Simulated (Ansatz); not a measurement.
# C2H10BNSi: up Jacob's ladder to CCSD(T)

An exercise on one series of results from a longer session: the logs are not shown, and one member is left open.

Program: Ansatz 0.2.0, Gaussian basis. Level of theory: functionals in def2-TZVPP, the program's frozen cores in correlated methods. These are calculated values, not measurements.

The runs, in order: LDA (SPW92), PBE-D4, revPBE-D4, BLYP-D4, r2SCAN-D4, B97M-V, PBE0-D4, B3LYP-D4, r2SCANh-D4, r2SCAN0-D4, HSE06-D4, BHLYP-D4, CAM-B3LYP-D4, LC-ωPBE, ωB97X-V, ωB97M-V, B2PLYP, PBE-QIDH; CCSD(T)/def2-SVP; CCSD(T)/def2-TZVPP; MP2/def2-QZVPP; extrapolation to the limit; RPA on PBE.

## The relaxed structure

An earlier PBE0-D4 in a triple-zeta def2 set relaxation fixed the geometry.

SMILES `BN[SiH](C)C`, 15 atoms, charge 0, spin multiplicity 1.

Atoms are counted from 1 here; the program's logs count them from 0.

Bond lengths: B1–N2 1.396 Å, B1–H6 1.198 Å, B1–H7 1.199 Å, N2–Si3 1.756 Å, N2–H8 1.012 Å, Si3–C4 1.867 Å, Si3–C5 1.860 Å, Si3–H9 1.492 Å, C4–H10 1.093 Å, C4–H11 1.093 Å, C4–H12 1.093 Å, C5–H13 1.092 Å, C5–H14 1.093 Å, C5–H15 1.092 Å. Angles: N2–B1–H6 119.6°, N2–B1–H7 119.7°, H6–B1–H7 120.7°, B1–N2–Si3 129.0°, B1–N2–H8 115.7°, Si3–N2–H8 115.2°, N2–Si3–C4 109.5°, N2–Si3–C5 109.9°, N2–Si3–H9 107.4°, C4–Si3–C5 111.7°, C4–Si3–H9 108.2°, C5–Si3–H9 110.0°, Si3–C4–H10 110.8°, Si3–C4–H11 110.8°, Si3–C4–H12 111.3°, H10–C4–H11 108.2°, H10–C4–H12 107.6°, H11–C4–H12 108.0° and more.

Set-up of the first run:

File in.yaml:

```yaml
crystal:
  periodic: [false, false, false]
  atoms:
    - {symbol: B, position_ang: [-0.737186, 1.971917, 0.999972]}
    - {symbol: N, position_ang: [-1.148429, 0.737005, 0.496026]}
    - {symbol: Si, position_ang: [-0.270105, -0.387939, -0.526517]}
    - {symbol: C, position_ang: [-0.035477, -2.002475, 0.380586]}
    - {symbol: C, position_ang: [1.355575, 0.356077, -1.037884]}
    - {symbol: H, position_ang: [0.353474, 2.388145, 0.730239]}
    - {symbol: H, position_ang: [-1.478640, 2.604574, 1.698538]}
    - {symbol: H, position_ang: [-2.080650, 0.444065, 0.757919]}
    - {symbol: H, position_ang: [-1.113451, -0.647540, -1.730022]}
    - {symbol: H, position_ang: [0.452508, -2.740954, -0.261278]}
    - {symbol: H, position_ang: [0.583372, -1.861747, 1.270593]}
    - {symbol: H, position_ang: [-0.993533, -2.421807, 0.698739]}
    - {symbol: H, position_ang: [1.996825, 0.545549, -0.174294]}
    - {symbol: H, position_ang: [1.878186, -0.335130, -1.704701]}
    - {symbol: H, position_ang: [1.215429, 1.299662, -1.568615]}
basis:
  gaussian: {orbitals: def2-TZVPP}
hamiltonian: {xc: lda}
output: {orbitals: {seedname: orbitals}}
```

Run with:

```bash
ansatz run in.yaml --threads 4 --pin off --events-out ev --progress --plain --max-ram 10444MiB
```

Steps of the session up to this table: LDA; PBE-D4 (GGA); revPBE-D4 (GGA); BLYP-D4 (GGA); r2SCAN-D4 (meta-GGA); B97M-V (meta-GGA); PBE0-D4 (hybrid); B3LYP-D4 (hybrid); r2SCANh-D4 (hybrid); r2SCAN0-D4 (hybrid); HSE06-D4 (hybrid); BHLYP-D4 (hybrid); CAM-B3LYP-D4 (range-separated); LC-ωPBE (range-separated); ωB97X-V (range-separated); ωB97M-V (range-separated); B2PLYP (double hybrid); PBE-QIDH (double hybrid).

One table of the session follows, with a row left open; its other results are not shown here.

It belongs to the step «Frontier levels by functional». 

| functional | HOMO (eV) | gap (eV) |
| --- | --- | --- |
| LDA (SPW92) | -7.00 | 5.79 |
| PBE-D4 | -6.87 | 5.91 |
| revPBE-D4 | -6.81 | 5.95 |
| BLYP-D4 | -6.74 | 5.91 |
| r2SCAN-D4 | -7.12 | 6.53 |
| B97M-V | -7.20 | 6.48 |
| PBE0-D4 | -8.12 | 8.11 |
| B3LYP-D4 | -7.90 | 7.67 |
| r2SCANh-D4 | -7.59 | 7.33 |
| r2SCAN0-D4 | -8.30 | 8.52 |
| HSE06-D4 | -7.72 | 7.33 |
| BHLYP-D4 | -9.30 | 10.23 |
| CAM-B3LYP-D4 | ? | ? |
| LC-ωPBE | -10.87 | 13.07 |
| ωB97X-V | -10.51 | 12.59 |
| ωB97M-V | -10.40 | 12.19 |

Q: Estimate the row for CAM-B3LYP-D4 from the others.

**Answer.** HOMO (eV): -9.50; gap (eV): 10.52. In the column «HOMO (eV)» it lies between ωB97M-V (-10.40) and BHLYP-D4 (-9.30).
